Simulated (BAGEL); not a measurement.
# HF/6-31G(d) (density fitting with qzvpp-jkfit, spherical functions) run of Si2H4O2 (SMILES O1[SiH2]O[SiH2]1)

Aim: the energy change on altering one bond length of Si2H4O2 at HF/6-31G* (density fitting with qzvpp-jkfit, spherical functions), from 2 runs. 

Program for the calculation: BAGEL 1.2.2.

1 further run of the same task is left out (set aside as unsound or not needed).

### Step 1. The system as given

Si2H4O2 has 8 atoms, charge 0, and is taken as a singlet. As SMILES, `O1[SiH2]O[SiH2]1`. Geometry: relaxed at GFN2-xTB.

Bond lengths: O1–Si2 1.671 Å, Si2–O3 1.669 Å, O1–Si4 1.669 Å, O3–Si4 1.671 Å, Si2–H5 1.444 Å, Si2–H6 1.444 Å, Si4–H7 1.444 Å, Si4–H8 1.445 Å. Some angles: O1–Si2–O3 87.8°, Si2–O1–Si4 92.1°, Si2–O3–Si4 92.2°, O1–Si4–O3 87.9°, O1–Si2–H5 110.6°, O1–Si2–H6 110.6°, O3–Si2–H5 110.8°, O3–Si2–H6 110.8°, O1–Si4–H7 110.8°, O1–Si4–H8 110.7°.

### Step 2. A single-point energy at HF/6-31G(d) (density fitting with qzvpp-jkfit, spherical functions)

job.json reads:

```json
{ "bagel" : [

{
  "title" : "molecule",
  "basis" : "6-31gs.json",
  "df_basis" : "qzvpp-jkfit",
  "angstrom" : true,
  "geometry" : [
    { "atom" : "O", "xyz" : [   -0.750250,    0.046050,    0.881630 ] },
    { "atom" : "Si", "xyz" : [    0.052810,    1.201510,   -0.020110 ] },
    { "atom" : "O", "xyz" : [    0.749310,   -0.046160,   -0.881770 ] },
    { "atom" : "Si", "xyz" : [   -0.052010,   -1.201380,    0.020520 ] },
    { "atom" : "H", "xyz" : [   -0.875460,    1.938150,   -0.845190 ] },
    { "atom" : "H", "xyz" : [    1.039170,    1.881590,    0.786440 ] },
    { "atom" : "H", "xyz" : [    0.876100,   -1.938640,    0.845310 ] },
    { "atom" : "H", "xyz" : [   -1.039660,   -1.881120,   -0.786840 ] }
  ]
},
{
  "title" : "hf"
},
{
  "title" : "print",
  "file" : "orbitals.molden",
  "orbitals" : true
}

]}
```

The basis set 6-31G* is read from a file made from the Basis Set Exchange's data (not shown).

Started as:

```console
$ BAGEL_NUM_THREADS=1 BAGEL job.json > job.out
```

Standard output:

```text
* using 1 threads per process

  ===============================================================
  ===============================================================

  *** Geometry ***

  { "atom" : "O", "xyz" : [     -1.417767,      0.087022,      1.666039 ] },
  { "atom" : "Si", "xyz" : [      0.099796,      2.270525,     -0.038002 ] },
  { "atom" : "O", "xyz" : [      1.415991,     -0.087230,     -1.666304 ] },
  { "atom" : "Si", "xyz" : [     -0.098285,     -2.270279,      0.038777 ] },
  { "atom" : "H", "xyz" : [     -1.654380,      3.662573,     -1.597178 ] },
  { "atom" : "H", "xyz" : [      1.963747,      3.555690,      1.486156 ] },
  { "atom" : "H", "xyz" : [      1.655589,     -3.663499,      1.597404 ] },
  { "atom" : "H", "xyz" : [     -1.964673,     -3.554802,     -1.486912 ] },

  Number of auxiliary basis functions:      482

  Since a DF basis is specified, we compute 2- and 3-index integrals:
    o Being stored without compression. Storage requirement is 0.020 GB

  Number of basis functions:       72
  Number of electrons      :       48

    * METHOD: MOLECULE                             0.25

  *** RHF ***

  === Nuclear Repulsion ===
   243.1785240210

      * DIIS with orbital gradients will be used.

  === RHF iteration (6-31gs.json) ===
      0       -729.69336520          0.02762516           0.08
      1       -729.88729277          0.01885728           0.07
      2       -730.01581629          0.00137077           0.07
      3       -730.01701529          0.00017607           0.07
      4       -730.01703392          0.00004019           0.07
      5       -730.01703510          0.00000722           0.07
      6       -730.01703514          0.00000215           0.06
      7       -730.01703514          0.00000127           0.06
      8       -730.01703514          0.00000026           0.06
      9       -730.01703514          0.00000007           0.06
     10       -730.01703514          0.00000001           0.06
     11       -730.01703514          0.00000000           0.06
    * SCF iteration converged.

    * Permanent dipole moment:
           (   -0.003917,    -0.001184,    -0.001181) a.u.

    * METHOD: HF                                   0.95

    * METHOD: PRINT                                0.01

  ===============================================================
```

Wall time 1.4 s (1 thread of Arm Neoverse V1, shared host); peak memory 0.1 GiB.

### Step 3. The distorted shape, same level

job.json reads:

```json
{ "bagel": [

{
  "title": "molecule",
  "basis": "6-31gs.json",
  "df_basis": "qzvpp-jkfit",
  "angstrom": "true",
  "geometry": [
    { "atom": "O", "xyz": [       0.434935,       0.861741,       1.850466 ] },
    { "atom": "Si", "xyz": [       1.237995,       2.017201,       0.948726 ] },
    { "atom": "O", "xyz": [       1.934495,       0.769531,       0.087066 ] },
    { "atom": "Si", "xyz": [       1.133175,      -0.385689,       0.989356 ] },
    { "atom": "H", "xyz": [       0.309725,       2.753841,       0.123646 ] },
    { "atom": "H", "xyz": [       2.224355,       2.697281,       1.755276 ] },
    { "atom": "H", "xyz": [       2.061285,      -1.122949,       1.814146 ] },
    { "atom": "H", "xyz": [      -1.039660,      -1.881120,      -0.786840 ] }
  ]
},

{ "title": "hf" },

{ "title": "print", "file": "orbitals.molden", "orbitals": "true" }

]}
```

The basis set 6-31G* is read from a file made from the Basis Set Exchange's data (not shown).

Started as:

```console
$ BAGEL_NUM_THREADS=1 BAGEL job.json > job.out
```

Standard output:

```text
* using 1 threads per process

  ===============================================================
  ===============================================================

  *** Geometry ***

  { "atom" : "O", "xyz" : [      0.821908,      1.628454,      3.496874 ] },
  { "atom" : "Si", "xyz" : [      2.339471,      3.811957,      1.792832 ] },
  { "atom" : "O", "xyz" : [      3.655666,      1.454203,      0.164531 ] },
  { "atom" : "Si", "xyz" : [      2.141390,     -0.728847,      1.869612 ] },
  { "atom" : "H", "xyz" : [      0.585295,      5.204005,      0.233657 ] },
  { "atom" : "H", "xyz" : [      4.203422,      5.097122,      3.316991 ] },
  { "atom" : "H", "xyz" : [      3.895264,     -2.122066,      3.428239 ] },
  { "atom" : "H", "xyz" : [     -1.964673,     -3.554802,     -1.486912 ] },

  Number of auxiliary basis functions:      482

  Since a DF basis is specified, we compute 2- and 3-index integrals:
    o Being stored without compression. Storage requirement is 0.020 GB

  Number of basis functions:       72
  Number of electrons      :       48

    * METHOD: MOLECULE                             0.25

  *** RHF ***

  === Nuclear Repulsion ===
   238.3411748038

      * DIIS with orbital gradients will be used.

  === RHF iteration (6-31gs.json) ===
      0       -729.47845513          0.02770502           0.06
      1       -729.68364187          0.01909755           0.06
      2       -729.81450218          0.00139259           0.06
      3       -729.81587987          0.00039015           0.06
      4       -729.81598120          0.00009691           0.06
      5       -729.81598884          0.00002808           0.06
      6       -729.81598955          0.00000887           0.06
      7       -729.81598964          0.00000215           0.06
      8       -729.81598965          0.00000082           0.06
      9       -729.81598965          0.00000040           0.06
     10       -729.81598965          0.00000006           0.06
     11       -729.81598965          0.00000002           0.06
     12       -729.81598965          0.00000001           0.06
    * SCF iteration converged.

    * Permanent dipole moment:
           (   -0.785340,    -0.775067,    -0.626059) a.u.

    * METHOD: HF                                   0.95

    * METHOD: PRINT                                0.01

  ===============================================================
```

Wall time 1.4 s (1 thread of Arm Neoverse V1, shared host); peak memory 0.1 GiB.

### Step 4. What came out

At HF/6-31G* (density fitting with qzvpp-jkfit, spherical functions):

```
                                                          quantity          value
                                         first shape: total energy  -730.01704 Eh
                                        first shape: dipole moment         0.01 D
                                          first shape: HOMO energy      -12.13 eV
                                          first shape: LUMO energy        3.14 eV
                                        first shape: HOMO–LUMO gap       15.27 eV
                                     distorted shape: total energy  -729.81599 Eh
                                    distorted shape: dipole moment         3.22 D
                                      distorted shape: HOMO energy       -8.21 eV
                                      distorted shape: LUMO energy       -0.71 eV
                                    distorted shape: HOMO–LUMO gap        7.50 eV
energy change with the Si4–H8 bond stretched from 1.445 to 3.180 Å       5.471 eV
```

In words: One bond (distorted shape) is far stretched, which a spin-restricted single reference describes badly; a broken-symmetry solution may lie lower. With the Si4–H8 bond stretched from 1.445 to 3.180 Å the energy rises by 5.47 eV (528 kJ/mol). The first shape isn't relaxed at this level, so the change isn't measured from a minimum. A restricted reference can't describe the breaking bond well at this length.
